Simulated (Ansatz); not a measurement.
What does this script print? It uses the Python package of Ansatz (0.2.0).

`torsion.py`
```python
import ansatz as az
from ase import Atoms

BASIS_SET = "6-31G*"
FUNCTIONAL = "cam_b3lyp"
FMAX = 0.02

atoms = Atoms(["O", "C", "B", "O", "O", "H", "H", "H", "H", "H"], positions=[
    (-1.4722, 0.5985, -0.6615),
    (-0.8155, 0.0179, 0.3594),
    (0.5844, -0.4401, -0.1789),
    (1.0863, -0.1909, -1.5553),
    (1.5366, -1.135, 0.7234),
    (-2.3955, 0.9232, -0.2868),
    (-1.3408, -0.8712, 0.7214),
    (-0.6307, 0.7471, 1.1978),
    (1.46, 0.7008, -1.4942),
    (2.0705, -0.4015, 1.1776),
])

first = (
    az.Crystal.molecule_from_ase(atoms).calculation()
    .basis(gaussian=BASIS_SET)
    .functional(FUNCTIONAL)
    .relax(force_tolerance=FMAX, max_steps=80)
)
atoms.positions = first.run().report["positions_ang"]

start = atoms.get_dihedral(2, 1, 0, 5)
energies = {}
for turn in range(0, 360, 40):
    turned = atoms.copy()
    turned.set_dihedral(2, 1, 0, 5, start + turn, indices=[0, 5])
    setup = az.Crystal.molecule_from_ase(turned).calculation()
    setup = setup.basis(gaussian=BASIS_SET)
    setup = setup.functional(FUNCTIONAL)
    energies[round((start + turn) % 360)] = setup.run().report["free_energy_ev"]
floor = min(energies.values())
print("dihedral B2-C1-O0-H5 (deg)   E - E(min) (kcal/mol)")
for angle, e in sorted(energies.items()):
    print(f"{angle:8d} {23.060548 * (e - floor):14.3f}  " + "#" * int(30 * (e - floor) / max(max(energies.values()) - floor, 1e-9)))
```

```console
$ python torsion.py
dihedral B2-C1-O0-H5 (deg)   E - E(min) (kcal/mol)
      20         17.734  #############################
      60          6.161  ##########
     100          2.419  ###
     140          0.917  #
     180          0.000
     220          0.921  #
     260          2.494  ####
     300          6.457  ##########
     340         18.246  ##############################
```

Notes:
- These settings explore the input space; basis and method may be short of convergence.
- The scan is rigid and the energies are electronic, in a modest basis. With rigid groups the curve can differ much from the relaxed path, the start wasn't checked as a minimum of this torsion, and equivalent turns needn't return to the same energy.
- It ran for 2 min on 1 thread of Arm Neoverse N1, on a shared host, peak memory 0.26 GiB.
